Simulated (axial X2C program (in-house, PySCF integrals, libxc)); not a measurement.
**ZrI⁺: the levels of the configuration d2 s0 p(π)0**

Which Ω levels does ZrI⁺ have in the configuration d2 s0 p(π)0, and how far apart?

Method: two-component X2C, average-of-configuration Hartree–Fock and CI in the open shells; program: an in-house X2C program for linear molecules on PySCF integrals.

All values are calculated.

## (1) Input

The input, task.json:

```json
{"zs": [40, 53], "q": 1, "bas": ["dyall-v3z", "dyall-v3z"], "r0": 2.87, "metal": 0, "shells": [[2, [0, 1, 2], 2], [0, [0], 0], [1, [1], 0]], "fix": 0, "emax": 3.2, "nroots": 6}
```

Keys: zs atomic numbers; q charge; bas basis sets; r0 starting distance in Å; metal index of the metal atom; shells open shells as [l, |m| values, electrons]; fix electron count of the first shell held; emax energy window in eV; nroots roots for each Ω.

On the command line:

```
$ python soci.py task.json out
```

Two-component X2C with atomic mean-field Coulomb and Gaunt terms, basis Zr dyall-v3z, I dyall-v3z (cores contracted in-house). Orbitals come from Hartree–Fock averaged over the configuration Zr d2 s0 p(π)0; CI then distributes these electrons over the d, s, p(π) shells of Zr.

## (2) CI at R = 2.717 Å

What does the calculation give? Wanted: lowest level of the model; next level; lowest curve, Re and ωe.

The runs gave:

| quantity | value |
| --- | --- |
| lowest level of the model | Ω = 1, g∥ = 0.04, 100% d2 |
| next level | Ω = 2, 162 cm⁻¹ higher |
| lowest curve, Re and ωe | 2.673 Å, 243.1 cm⁻¹ |

In the lowest level ⟨Sz⟩ = -0.98 and ⟨Lz⟩ = 1.98; its leading determinant has weight 0.99 among 21. From 2.717 to 2.622 Å the gap from the lowest to the fifth level goes from 1305 to 1909 cm⁻¹. Without dynamic correlation distances can be off by several hundredths of an Å, and the wavenumbers are rough. There is no dynamic correlation: spin–orbit spacings and, for f shells, spacings inside one term are the most reliable numbers, splittings between terms come out too wide, and energies between configurations are not reliable, so the lowest level need not be the ground state of the molecule. For d shells the ligand-field splittings (σ, π, δ) and their order can be off by a thousand cm⁻¹ or more. At most 6 roots were kept for each Ω > 0 (twice that for Ω = 0) within 3.2 eV of the lowest, so higher up levels can be missing between those listed; levels with Ω > 0 are doubly degenerate and listed once, Ω = 0 levels singly. Some active spinors are only partly of the character that their shell is named for, so the shell names and counts are nominal. States that fill the shells left empty in the average are placed too high.
